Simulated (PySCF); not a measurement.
# C7H10 (cyclopentylacetylene): the cost of one run

Computed with PySCF 2.14.0 and routines of our own; the level stands in each step. Atoms count from 0.

## 1. The system as given

17 atoms, charge 0, multiplicity 1; geometry from: GFN2-xTB.

## 2. Relaxing the molecule at PBE0-D3(BJ)/def2-SVP

The job: settings as JSON, then the geometry in Å.

```
{"job": {"xc": "PBE0", "basis": "def2-SVP", "d3": "d3bj", "grid": 2, "kind": "geom"}, "charge": 0, "multiplicity": 1}
C      3.045462     0.664263    -0.180087
C      1.942765     0.436579     0.225439
C      0.602308     0.150530     0.692292
C     -0.433823     1.176466     0.166786
C     -1.401727     0.376400    -0.707942
C     -1.369087    -1.021810    -0.098970
C      0.113122    -1.227312     0.196641
H      4.014882     0.864777    -0.526551
H      0.616911     0.168952     1.787117
H     -0.968188     1.623425     1.006157
H      0.047530     1.979688    -0.390510
H     -2.401578     0.809034    -0.716698
H     -1.035388     0.336581    -1.735216
H     -1.769331    -1.782698    -0.767582
H     -1.944380    -1.039390     0.828741
H      0.293691    -2.009984     0.932285
H      0.639834    -1.493471    -0.721813
```

Command:

```console
OMP_NUM_THREADS=1 python excited_run.py task.json out
```

The driver reads the jobs from task.json and runs them one after another.

Q: Estimate the wall time and peak memory of this first job on 1 thread of Arm Neoverse V1, shared host.

About 54 s, with a peak of 0.79 GiB.
